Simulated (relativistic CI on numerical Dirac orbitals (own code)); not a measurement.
# Tm LX (Tm⁵⁹⁺): levels and lines

What are the lowest levels and the strongest lines of Tm⁵⁹⁺? One CI run answers it; runs with one setting changed show what the result hangs on.

The numbers are computed with relativistic CI on numerical Dirac orbitals (own code) version 2 (Dirac-Coulomb-Breit CI, KLI orbitals optimised for each configuration, model QED (radiative potential, 1s self-energy scaled to tabulated hydrogen-like ionisation energies)), except any that are marked as measured or tabulated.

### 1 The atom as given

```
ion                       : Tm⁵⁹⁺ (Tm LX)
nuclear charge            : 69
electrons                 : 10
isotope                   : A = 169
first configuration typed : [He] 2s2 2p6
```

The outer shells:

first configuration typed
```
[He] core
2s [↑↓]
2p [↑↓][↑↓][↑↓]
```

### 2 CI with the chosen configurations

Settings, as recorded:

```ini
atom Tm  Z=69  charge=59  electrons=10
nucleus A=169  rms_radius_fm=5.2256
hamiltonian dirac-coulomb  breit=on  qed=on  c_scale=1
orbitals kli  potential=per-configuration
slater_scale 1
correlation none
mixing on
configurations
  [He] 2s2 2p6
  [He] 2s2 2p5 3s
  [He] 2s2 2p5 3p
  [He] 2s2 2p5 3d
  [He] 2s 2p6 3s
  [He] 2s 2p6 3p
  [He] 2s 2p6 3d
  [He] 2s2 2p5 4s
  [He] 2s2 2p5 4p
  [He] 2s2 2p5 4d
  [He] 2s2 2p5 4f
  [He] 2s2 2p4 3s2
  [He] 2s 2p6 4s
  [He] 2s2 2p4 3s 3p
  [He] 2s 2p6 4p
  [He] 2s 2p6 4d
end
```

### 3 Correlation estimate p86

The settings differ from step 2 so:

```diff
@@ -5,3 +5,3 @@
 slater_scale 1
-correlation none
+correlation p86
 mixing on
```

### 4 Without the Breit term

The settings differ from step 3 so:

```diff
@@ -2,6 +2,6 @@
 nucleus A=169  rms_radius_fm=5.2256
-hamiltonian dirac-coulomb  breit=on  qed=on  c_scale=1
+hamiltonian dirac-coulomb  breit=off  qed=on  c_scale=1
 orbitals kli  potential=per-configuration
 slater_scale 1
-correlation p86
+correlation none
 mixing on
```

### 5 One common potential

The settings differ from step 4 so:

```diff
@@ -2,4 +2,4 @@
 nucleus A=169  rms_radius_fm=5.2256
-hamiltonian dirac-coulomb  breit=off  qed=on  c_scale=1
-orbitals kli  potential=per-configuration
+hamiltonian dirac-coulomb  breit=on  qed=on  c_scale=1
+orbitals kli  potential=mean
 slater_scale 1
```

(Steps that only read results are left out.)

Q: Predict the outcome of this session. Wanted: lowest level; first excitation; lowest level of the other parity; fastest E1 line; ionisation energy.

**Answer**, as computed:

| run | time | mean size of shift, levels followed (cm⁻¹) | lowest level | ionisation energy (eV) |
| --- | --- | --- | --- | --- |
| main run | 0.84 s | 0 | 2p6 1S0 | 13345 |
| correlation estimate p86 | 0.77 s | 11548 | 2p6 1S0 | 13348 |
| without the Breit term | 0.35 s | 118844 | 2p6 1S0 | 13366 |
| one common potential | 0.65 s | 13081 | 2p6 1S0 | - |

The tabulated theoretical ionisation energy (NIST) is 13347 eV.

| quantity | value |
| --- | --- |
| lowest level | 2p6 1S0 |
| first excitation | 2p5 3s 3P°2, 7162.59 eV |
| lowest level of the other parity | 2p5 3s 3P°2, 7162.59 eV |
| levels in the model | 132 |
| fastest E1 line (by rate) to the lowest level among the lowest 85 of 132 levels | 0.1584 nm, from 2p5 3d [2p3/2^3 3d5/2] J=1° |
| ionisation energy | 13345 eV |
| ionisation energy, tabulated theoretical (NIST) | 13347 eV |

The lowest level is 2p6 1S0, 100 % pure in LS and 100 % in jj coupling; over the low levels the means are 72 and 100 %, so jj coupling describes them better. The ionisation energy agrees with the tabulated theoretical value within its uncertainty of 7 eV. The largest mover is «without the Breit term» (118844 cm⁻¹ on average). Lifetimes count radiative decay inside the model alone.
